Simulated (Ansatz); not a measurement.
**As₂H₂ (triplet): the correlation ladder at a displaced geometry (v1), cc-pVDZ**

Aim: climb from Hartree-Fock through coupled cluster and multireference methods for As₂H₂ (triplet) at one geometry and basis, and see what each rung misses.

Method: cc-pVDZ, core rule «outside noble gas», up to 28 orbitals frozen; program: Ansatz 0.2.0, Gaussian basis.

The runs, in order: UHF; CCSD(T) on ROHF; CCSD(T) on UHF; BCCD(T) on ROHF; CISD as a restricted active space (open shells left free, so some higher excitations enter); CCSDT(Q) on ROHF; CCSDT(Q) on UHF; CASSCF and MRCISD+Q, 12 electrons in 10 orbitals; CASSCF and NEVPT2, 12 electrons in 10 orbitals.

20 further runs of the same task are left out: 6 that didn't finish, 14 set aside as unsound or not needed. Runs told in other sessions of the task aren't counted.

## Step 1: What is computed

The geometry is a PBE0/def2-TZVP stationary point (not a proven minimum) with its atoms shifted at random (size 0.040 Å). No spin-orbit coupling is included. The filled d shell of As may be among the frozen orbitals whatever the setting's name suggests.

4 atoms, charge 0, spin multiplicity 3.

Atoms are counted from 1 here; the program's logs count them from 0.

Bond lengths: As1–As2 2.422 Å, As1–H3 1.527 Å, As2–H4 1.573 Å. Angles: As2–As1–H3 90.8°, As1–As2–H4 93.3°.

As a file:

```
As    0.0147   -0.0267    1.2109
As    0.0139    0.0261   -1.2101
H    -1.0138    1.1004    1.2579
H    -1.1166   -1.0612   -1.3236
```

In the tables R marks a restricted open-shell determinant and U an unrestricted one; 'valence' is the active space of 12 electrons in 10 orbitals; energies count from the table's Hartree-Fock row.

## Step 2: UHF

Contents of in.yaml:

```yaml
crystal:
  periodic: [false, false, false]
  atoms:
    - {symbol: As, position_ang: [0.014746, -0.026651, 1.210944]}
    - {symbol: As, position_ang: [0.013915, 0.026124, -1.210061]}
    - {symbol: H, position_ang: [-1.013784, 1.100421, 1.257891]}
    - {symbol: H, position_ang: [-1.116626, -1.061218, -1.323584]}
basis:
  gaussian: {orbitals: cc-pVDZ}
magnetization: {spin_polarized: true, initial_magnetization: 2}
hamiltonian: {xc: hf}
output: {orbitals: {seedname: orbitals}}
```

Command:

```sh
> ansatz run in.yaml --threads 1 --pin off --events-out ev --progress --plain --max-ram 2393MiB
```

What it wrote:

```text
Functional definition: HF
  name "HF"
  cite "Fock, Z. Phys. 61, 126 (1930) doi:10.1007/BF01340294"
  parent pbe
  exchange = exact_x
  correlation = 0
746 factors; integrals over basis functions are off by at most 1.1e-3 eV
mean field evaluation 1: about -121620.0293 eV, gradient 7.3e0 eV
mean field evaluation 2: about -121620.0314 eV, gradient 7.3e0 eV
mean field evaluation 4: about -121620.9146 eV, gradient 9.4e-1 eV
mean field evaluation 8: about -121620.9410 eV, gradient 1.7e-3 eV
mean field -121620.94099601 eV, -4469.4871439687 hartree, gradient 2.3e-5 eV, S^2 2.021089; 0 other end points of the search recorded, 0 dependent functions left out
reference -121620.94099601 eV, -4469.4871439687 hartree; 35, 33 occupied and 29, 31 virtual orbitals, 746 factors
Total energy: -121620.94099601 eV, -4469.4871439687 hartree
```

Run time: 1.7 s. Hardware: 1 thread of Intel Xeon Platinum 8488C, shared host.

From the report: ⟨S²⟩ of the determinant 2.021 (pure triplet: 2.00).

## Step 3: CCSD(T) on ROHF

Changes to in.yaml since step 2:

```diff
@@ -9,4 +9,3 @@
   gaussian: {orbitals: cc-pVDZ}
-magnetization: {spin_polarized: true, initial_magnetization: 2}
-hamiltonian: {xc: hf}
-output: {orbitals: {seedname: orbitals}}
+magnetization: {spin_polarized: false, initial_magnetization: 2}
+correlation: {method: ccsd_t, electrons: outside_noble_gas}
```

The command is unchanged.

What it wrote, cut to the lines that bear on the results:

```text
Functional definition: HF
  name "HF"
  cite "Fock, Z. Phys. 61, 126 (1930) doi:10.1007/BF01340294"
  parent pbe
[...]
746 factors; integrals over basis functions are off by at most 1.1e-3 eV
[...]
mean field -121620.74552668 eV, -4469.4799606031 hartree, gradient 2.4e-6 eV, S^2 2.000000; 2 other end points of the search recorded, 0 dependent functions left out
determinant -121620.74552668 eV, -4469.4799606031 hartree, with singles and doubles -121626.80761385 eV, -4469.7027381979 hartree
determinant -121618.24790585 eV, -4469.3881747306 hartree, with singles and doubles -121624.43650324 eV, -4469.6156014900 hartree
determinant -121618.23914886 eV, -4469.3878529174 hartree, with singles and doubles -121624.41716771 eV, -4469.6148909225 hartree
28 core orbitals not correlated: weight in the atoms' cores, before any rotation towards them, 1.000 or more for the frozen orbitals, at most 0.000 for the correlated occupied ones
reference -121620.74552668 eV, -4469.4799606031 hartree; 7, 5 occupied and 29, 31 virtual orbitals, 746 factors
second order -4.96433560 eV of doubles, -0.11691190 eV of singles
cycle   1  -6.06202694 eV  change    6.0e-5 eV  update   1.0e-3
[...]
cycle   8  -6.06220790 eV  change    3.9e-6 eV  update   2.8e-6
perturbative correction -0.18117993 eV, -0.0066582397 hartree
Total energy: -121626.98891451 eV, -4469.7094008742 hartree
```

Run time: 5 s. Hardware: 1 thread of Intel Xeon Platinum 8488C, shared host.

From the report: correlation -6.2434 eV; T1 0.021; largest double amplitude 0.08.

## Step 4: CCSD(T) on UHF

Changes to in.yaml since step 3:

```diff
@@ -9,3 +9,3 @@
   gaussian: {orbitals: cc-pVDZ}
-magnetization: {spin_polarized: false, initial_magnetization: 2}
+magnetization: {spin_polarized: true, initial_magnetization: 2}
 correlation: {method: ccsd_t, electrons: outside_noble_gas}
```

Launched as before.

What it wrote, cut to the lines that bear on the results:

```text
Functional definition: HF
  name "HF"
  cite "Fock, Z. Phys. 61, 126 (1930) doi:10.1007/BF01340294"
  parent pbe
[...]
746 factors; integrals over basis functions are off by at most 1.1e-3 eV
[...]
mean field -121620.94099601 eV, -4469.4871439687 hartree, gradient 6.4e-6 eV, S^2 2.021089; 2 other end points of the search recorded, 0 dependent functions left out
determinant -121620.94099601 eV, -4469.4871439687 hartree, with singles and doubles -121626.81606308 eV, -4469.7030487012 hartree
determinant -121618.55104768 eV, -4469.3993149874 hartree, with singles and doubles -121624.45013685 eV, -4469.6161025159 hartree
determinant -121618.54395133 eV, -4469.3990542013 hartree, with singles and doubles -121624.43039868 eV, -4469.6153771516 hartree
28 core orbitals not correlated: weight in the atoms' cores, before any rotation towards them, 1.000 or more for the frozen orbitals, at most 0.000 for the correlated occupied ones
reference -121620.94099601 eV, -4469.4871439687 hartree; 7, 5 occupied and 29, 31 virtual orbitals, 746 factors
second order -4.85611907 eV of doubles, -0.00000000 eV of singles
cycle   1  -5.87500136 eV  change    6.6e-5 eV  update   1.2e-3
[...]
cycle   8  -5.87526964 eV  change    5.2e-6 eV  update   3.0e-6
perturbative correction -0.17685500 eV, -0.0064993015 hartree
Total energy: -121626.99312065 eV, -4469.7095554471 hartree
```

Wall time 4.9 s (1 thread of Intel Xeon Platinum 8488C, shared host).

From the report: ⟨S²⟩ of the determinant 2.021 (pure triplet: 2.00); correlation -6.0521 eV; T1 0.018; largest double amplitude 0.07.

## Step 5: BCCD(T) on ROHF

Changes to in.yaml since step 4:

```diff
@@ -9,3 +9,3 @@
   gaussian: {orbitals: cc-pVDZ}
-magnetization: {spin_polarized: true, initial_magnetization: 2}
-correlation: {method: ccsd_t, electrons: outside_noble_gas}
+magnetization: {spin_polarized: false, initial_magnetization: 2}
+correlation: {method: bccd_t, electrons: outside_noble_gas}
```

Launched as before.

What it wrote, cut to the lines that bear on the results:

```text
Functional definition: HF
  name "HF"
  cite "Fock, Z. Phys. 61, 126 (1930) doi:10.1007/BF01340294"
  parent pbe
[...]
746 factors; integrals over basis functions are off by at most 1.1e-3 eV
[...]
mean field -121620.74552668 eV, -4469.4799606031 hartree, gradient 2.4e-6 eV, S^2 2.000000; 2 other end points of the search recorded, 0 dependent functions left out
determinant -121620.74552668 eV, -4469.4799606031 hartree, with singles and doubles -121626.80761385 eV, -4469.7027381979 hartree
determinant -121618.24790585 eV, -4469.3881747306 hartree, with singles and doubles -121624.43650324 eV, -4469.6156014900 hartree
determinant -121618.23914886 eV, -4469.3878529174 hartree, with singles and doubles -121624.41716771 eV, -4469.6148909225 hartree
28 core orbitals not correlated: weight in the atoms' cores, before any rotation towards them, 1.000 or more for the frozen orbitals, at most 0.000 for the correlated occupied ones
reference -121620.74552668 eV, -4469.4799606031 hartree; 7, 5 occupied and 29, 31 virtual orbitals, 746 factors
second order -4.96433560 eV of doubles, -0.11691190 eV of singles
cycle   1  -6.05872579 eV  change    3.4e-3 eV  update   3.6e-3
[...]
cycle   8  -6.05666295 eV  change   -9.8e-7 eV  update   1.4e-5
perturbative correction -0.18697803 eV, -0.0068713160 hartree
Total energy: -121626.98916766 eV, -4469.7094101774 hartree
```

Run time: 6 s. Hardware: 1 thread of Intel Xeon Platinum 8488C, shared host.

From the report: correlation -6.2436 eV; largest double amplitude 0.07.

## Step 6: CISD as a restricted active space (open shells left free, so some higher excitations enter)

Changes to in.yaml since step 5:

```diff
@@ -10,2 +10,2 @@
 magnetization: {spin_polarized: false, initial_magnetization: 2}
-correlation: {method: bccd_t, electrons: outside_noble_gas}
+correlation: {active_space: {ras: {orbitals: [5, 2, 29], electrons: 12, max_holes: 2, max_particles: 2}, fixed_orbitals: true}}
```

Launched as before.

What it wrote:

```text
Functional definition: HF
  name "HF"
  cite "Fock, Z. Phys. 61, 126 (1930) doi:10.1007/BF01340294"
  parent pbe
  exchange = exact_x
  correlation = 0
746 factors; integrals over basis functions are off by at most 1.1e-3 eV
mean field evaluation 1: about -121620.0032 eV, gradient 8.3e0 eV
mean field evaluation 2: about -121620.0052 eV, gradient 8.3e0 eV
mean field evaluation 4: about -121620.7407 eV, gradient 7.6e-1 eV
mean field evaluation 8: about -121620.7455 eV, gradient 1.1e-3 eV
mean field -121620.74552668 eV, -4469.4799606031 hartree, gradient 2.4e-6 eV, S^2 2.000000; 0 other end points of the search recorded, 0 dependent functions left out
reference -121620.74552668 eV, -4469.4799606031 hartree; 35, 33 occupied and 29, 31 virtual orbitals, 746 factors
state -121626.29161090 eV, -4469.6837754391 hartree
Total energy: -121626.29161090 eV, -4469.6837754391 hartree
```

Run time: 3.3 s. Hardware: 1 thread of Intel Xeon Platinum 8488C, shared host.

From the report: 185,156 determinants.

## Step 7: CCSDT(Q) on ROHF

Changes to in.yaml since step 6:

```diff
@@ -10,2 +10,2 @@
 magnetization: {spin_polarized: false, initial_magnetization: 2}
-correlation: {active_space: {ras: {orbitals: [5, 2, 29], electrons: 12, max_holes: 2, max_particles: 2}, fixed_orbitals: true}}
+correlation: {method: ccsdt_q, electrons: outside_noble_gas}
```

The command is unchanged.

What it wrote, cut to the lines that bear on the results:

```text
Functional definition: HF
  name "HF"
  cite "Fock, Z. Phys. 61, 126 (1930) doi:10.1007/BF01340294"
  parent pbe
[...]
1287 factors; integrals over basis functions are off by at most 1.5e-7 eV
[...]
mean field -121620.74565883 eV, -4469.4799654597 hartree, gradient 2.3e-6 eV, S^2 2.000000; 2 other end points of the search recorded, 0 dependent functions left out
[...]
determinant -121620.74565883 eV, -4469.4799654597 hartree, with singles and doubles -121626.80775089 eV, -4469.7027432339 hartree
determinant -121618.24804166 eV, -4469.3881797217 hartree, with singles and doubles -121624.43664753 eV, -4469.6156067927 hartree
determinant -121618.23928429 eV, -4469.3878578942 hartree, with singles and doubles -121624.41731397 eV, -4469.6148962974 hartree
28 core orbitals not correlated: weight in the atoms' cores, before any rotation towards them, 1.000 or more for the frozen orbitals, at most 0.000 for the correlated occupied ones
reference -121620.74565883 eV, -4469.4799654597 hartree; 7, 5 occupied and 29, 31 virtual orbitals, 1287 factors
second order -4.96436321 eV of doubles, -0.11691172 eV of singles
cycle   1  -5.78229212 eV  change   -7.0e-1 eV  update   8.1e-2
[...]
cycle  18  -6.27478849 eV  change   -3.6e-7 eV  update   5.5e-7
perturbative correction -0.01044413 eV, -0.0003838147 hartree
Total energy: -121627.03089145 eV, -4469.7109434983 hartree
```

Run time: 34 s. Hardware: 1 thread of Intel Xeon Platinum 8488C, shared host; peak memory 0.46 GiB.

From the report: correlation -6.2852 eV; T1 0.022; largest double amplitude 0.09.

## Step 8: CCSDT(Q) on UHF

Changes to in.yaml since step 7:

```diff
@@ -9,3 +9,3 @@
   gaussian: {orbitals: cc-pVDZ}
-magnetization: {spin_polarized: false, initial_magnetization: 2}
+magnetization: {spin_polarized: true, initial_magnetization: 2}
 correlation: {method: ccsdt_q, electrons: outside_noble_gas}
```

Same command.

What it wrote, cut to the lines that bear on the results:

```text
Functional definition: HF
  name "HF"
  cite "Fock, Z. Phys. 61, 126 (1930) doi:10.1007/BF01340294"
  parent pbe
[...]
1287 factors; integrals over basis functions are off by at most 1.5e-7 eV
[...]
mean field -121620.94112850 eV, -4469.4871488377 hartree, gradient 2.2e-6 eV, S^2 2.021089; 2 other end points of the search recorded, 0 dependent functions left out
determinant -121620.94112850 eV, -4469.4871488377 hartree, with singles and doubles -121626.81620059 eV, -4469.7030537547 hartree
determinant -121618.55118245 eV, -4469.3993199402 hartree, with singles and doubles -121624.45028136 eV, -4469.6161078268 hartree
determinant -121618.54408591 eV, -4469.3990591470 hartree, with singles and doubles -121624.43053953 eV, -4469.6153823277 hartree
28 core orbitals not correlated: weight in the atoms' cores, before any rotation towards them, 1.000 or more for the frozen orbitals, at most 0.000 for the correlated occupied ones
reference -121620.94112850 eV, -4469.4871488377 hartree; 7, 5 occupied and 29, 31 virtual orbitals, 1287 factors
second order -4.85614591 eV of doubles, -0.00000000 eV of singles
cycle   1  -5.56744893 eV  change   -7.1e-1 eV  update   8.3e-2
[...]
cycle  18  -6.08472491 eV  change   -5.7e-7 eV  update   6.4e-7
perturbative correction -0.01068639 eV, -0.0003927174 hartree
Total energy: -121627.03653980 eV, -4469.7111510711 hartree
```

It took 29 s on 1 thread of Intel Xeon Platinum 8488C, shared host; peak memory 0.4 GiB.

From the report: ⟨S²⟩ of the determinant 2.021 (pure triplet: 2.00); correlation -6.0954 eV; T1 0.019; largest double amplitude 0.08.

## Step 9: CASSCF and MRCISD+Q, 12 electrons in 10 orbitals

Changes to in.yaml since step 8:

```diff
@@ -9,3 +9,3 @@
   gaussian: {orbitals: cc-pVDZ}
-magnetization: {spin_polarized: true, initial_magnetization: 2}
-correlation: {method: ccsdt_q, electrons: outside_noble_gas}
+magnetization: {spin_polarized: false, initial_magnetization: 2}
+correlation: {method: fic_mrcisd_q, electrons: outside_noble_gas, active_space: {window: {electrons: 12, orbitals: 10}, shells: [{species: As, l: s, shell: 4}, {species: As, l: p, shell: 4}, {species: H, l: s, shell: 1}]}}
```

Same command.

What it wrote, cut to the lines that bear on the results:

```text
Functional definition: HF
  name "HF"
  cite "Fock, Z. Phys. 61, 126 (1930) doi:10.1007/BF01340294"
  parent pbe
[...]
1287 factors; integrals over basis functions are off by at most 1.5e-7 eV
[...]
mean field -121620.74565883 eV, -4469.4799654597 hartree, gradient 2.3e-6 eV, S^2 2.000000; 0 other end points of the search recorded, 0 dependent functions left out
reference -121620.74565883 eV, -4469.4799654597 hartree; 35, 33 occupied and 29, 31 virtual orbitals, 1287 factors
state -121622.34931582 eV, -4469.5388987671 hartree
contracted CI cycle   1: correlation 0.00000000 eV, 0.0000000000 hartree, residual 1.52e1 eV
contracted CI cycle   2: correlation -4.14371859 eV, -0.1522788494 hartree, residual 2.87e0 eV
contracted CI cycle   3: correlation -4.28796506 eV, -0.1575798094 hartree, residual 5.09e-1 eV
contracted CI cycle   4: correlation -4.29268170 eV, -0.1577531427 hartree, residual 1.15e-1 eV
contracted CI cycle   5: correlation -4.29291725 eV, -0.1577617990 hartree, residual 2.65e-2 eV
contracted CI cycle   6: correlation -4.29292904 eV, -0.1577622324 hartree, residual 5.70e-3 eV
contracted CI cycle   7: correlation -4.29292955 eV, -0.1577622512 hartree, residual 1.28e-3 eV
contracted CI cycle   8: correlation -4.29292958 eV, -0.1577622522 hartree, residual 2.72e-4 eV
state -121622.34931582 eV, -4469.5388987671 hartree; corrected -121627.01684144 eV, -4469.7104271697 hartree
Total energy: -121627.01684144 eV, -4469.7104271697 hartree
Checks for a lower state left out: starts, orbital_swaps
```

It took 14 s on 1 thread of Intel Xeon Platinum 8488C, shared host; peak memory 0.85 GiB.

From the report: 44,100 determinants; active occupations 2.00, 1.99, 1.97, 1.96, 1.96, 1.00, 1.00, 0.05, 0.04, 0.03.

## Step 10: CASSCF and NEVPT2, 12 electrons in 10 orbitals

Contents of in.yaml:

```yaml
crystal:
  periodic: [false, false, false]
  atoms:
    - {symbol: As, position_ang: [0.014746, -0.026651, 1.210944]}
    - {symbol: As, position_ang: [0.013915, 0.026124, -1.210061]}
    - {symbol: H, position_ang: [-1.013784, 1.100421, 1.257891]}
    - {symbol: H, position_ang: [-1.116626, -1.061218, -1.323584]}
basis:
  gaussian: {orbitals: cc-pVDZ}
magnetization: {spin_polarized: false, initial_magnetization: 2}
correlation: {method: sc_nevpt2, electrons: outside_noble_gas, active_space: {window: {electrons: 12, orbitals: 10}, shells: [{species: As, l: s, shell: 4}, {species: As, l: p, shell: 4}, {species: H, l: s, shell: 1}]}}
```

Same command.

What it wrote:

```text
Functional definition: HF
  name "HF"
  cite "Fock, Z. Phys. 61, 126 (1930) doi:10.1007/BF01340294"
  parent pbe
  exchange = exact_x
  correlation = 0
1287 factors; integrals over basis functions are off by at most 1.5e-7 eV
mean field evaluation 1: about -121619.9720 eV, gradient 8.3e0 eV
mean field evaluation 2: about -121620.0043 eV, gradient 8.3e0 eV
mean field evaluation 4: about -121620.7404 eV, gradient 7.7e-1 eV
mean field evaluation 8: about -121620.7455 eV, gradient 6.5e-2 eV
mean field -121620.74565883 eV, -4469.4799654597 hartree, gradient 2.3e-6 eV, S^2 2.000000; 0 other end points of the search recorded, 0 dependent functions left out
reference -121620.74565883 eV, -4469.4799654597 hartree; 35, 33 occupied and 29, 31 virtual orbitals, 1287 factors
state -121622.34931582 eV, -4469.5388987671 hartree
state -121622.34931582 eV, -4469.5388987671 hartree; corrected -121626.00255683 eV, -4469.6731528978 hartree
Total energy: -121626.00255683 eV, -4469.6731528978 hartree
Checks for a lower state left out: starts, orbital_swaps
```

Wall time 8.5 s (1 thread of Intel Xeon Platinum 8488C, shared host); peak memory 0.29 GiB.

From the report: 44,100 determinants; active occupations 2.00, 1.99, 1.97, 1.96, 1.96, 1.00, 1.00, 0.05, 0.04, 0.03.

## Step 11: Natural occupations

Natural occupations of the CASSCF valence state about the gap (report; correlated orbitals 3 to 10): 1.968, 1.965, 1.956, 1.003, 1.003, 0.049, 0.037, 0.033. The count of effectively unpaired electrons, Σ n²(2 − n)², is 2.04; a single determinant of this spin has 2.

## Step 12: Misses and costs

The yardstick is UCCSDT(Q), where the cluster series has nearly closed. Rows without a time are mean-field rows or come out of runs for another level: lower rungs of the coupled-cluster runs, CASSCF and MRCISD of the multireference runs, or the Hartree-Fock search.

Differences are taken before rounding.

| method | energy from the lowest ROHF (kJ/mol) | from UCCSDT(Q) (kJ/mol) | time |
| --- | --- | --- | --- |
| ROHF | 0.0 | +607.0 |  |
| UHF | -18.9 | +588.1 |  |
| RMP2 | -490.3 | +116.7 |  |
| UMP2 | -487.4 | +119.6 |  |
| CISD | -535.1 | +71.9 | 3.3 s |
| RCCSD | -584.9 | +22.1 |  |
| UCCSD | -585.7 | +21.3 |  |
| RCCSD(T) | -602.4 | +4.6 | 5 s |
| UCCSD(T) | -602.8 | +4.2 | 4.9 s |
| BCCD(T) | -602.4 | +4.6 | 6 s |
| RCCSDT | -605.4 | +1.6 |  |
| UCCSDT | -606.0 | +1.0 |  |
| RCCSDT(Q) | -606.4 | +0.5 | 34 s |
| UCCSDT(Q) | -607.0 | 0 | 29 s |
| CASSCF valence | -154.7 | +452.2 |  |
| NEVPT2 valence | -507.2 | +99.8 | 8.5 s |
| MRCISD valence | -568.9 | +38.0 |  |
| MRCISD+Q valence | -605.1 | +1.9 | 14 s |

Among the levels timed on like hardware and quicker than the yardstick, those that no quicker one beats, quickest first: CISD (3.3 s, +71.9 kJ/mol); UCCSD(T) (4.9 s, +4.2 kJ/mol); MRCISD+Q valence (14 s, +1.9 kJ/mol).

## Step 13: Results

| quantity | value |
| --- | --- |
| UCCSDT(Q) from the ROHF energy | -6.2910 eV |
| RMP2 from UCCSDT(Q) | +116.7 kJ/mol |
| UMP2 from UCCSDT(Q) | +119.6 kJ/mol |
| RCCSD from UCCSDT(Q) | +22.1 kJ/mol |
| RCCSD(T) from UCCSDT(Q) | +4.6 kJ/mol |
| UCCSD(T) from UCCSDT(Q) | +4.2 kJ/mol |
| RCCSDT(Q) from UCCSDT(Q) | +0.5 kJ/mol |
| NEVPT2 valence from UCCSDT(Q) | +99.8 kJ/mol |
| MRCISD+Q valence from UCCSDT(Q) | +1.9 kJ/mol |
| levels within 1 kcal/mol (43 meV) | RCCSDT, UCCSDT, RCCSDT(Q), MRCISD+Q valence |
| T1 diagnostic | 0.021 |
| effectively unpaired electrons | 2.04 |

In words: RCCSD(T) misses by +4.6 kJ/mol, 0.8 % of the correlation energy. One determinant dominates. Of the multireference levels listed MRCISD+Q valence comes nearest in total energy (+1.9 kJ/mol), which doesn't show that its space is the better one. These misses are within one basis, not against nature; the frozen cores of restricted and unrestricted runs differ, which can shift their rows.

With open shells the CI space here admits some higher excitations, so it is larger than plain CISD.

MRCISD+Q valence reaches 1.9 kJ/mol from the reference in 14 s, where UCCSDT(Q) took 29 s; the quickest level in the cost chart, CISD, takes 3.3 s and misses by 71.9 kJ/mol.
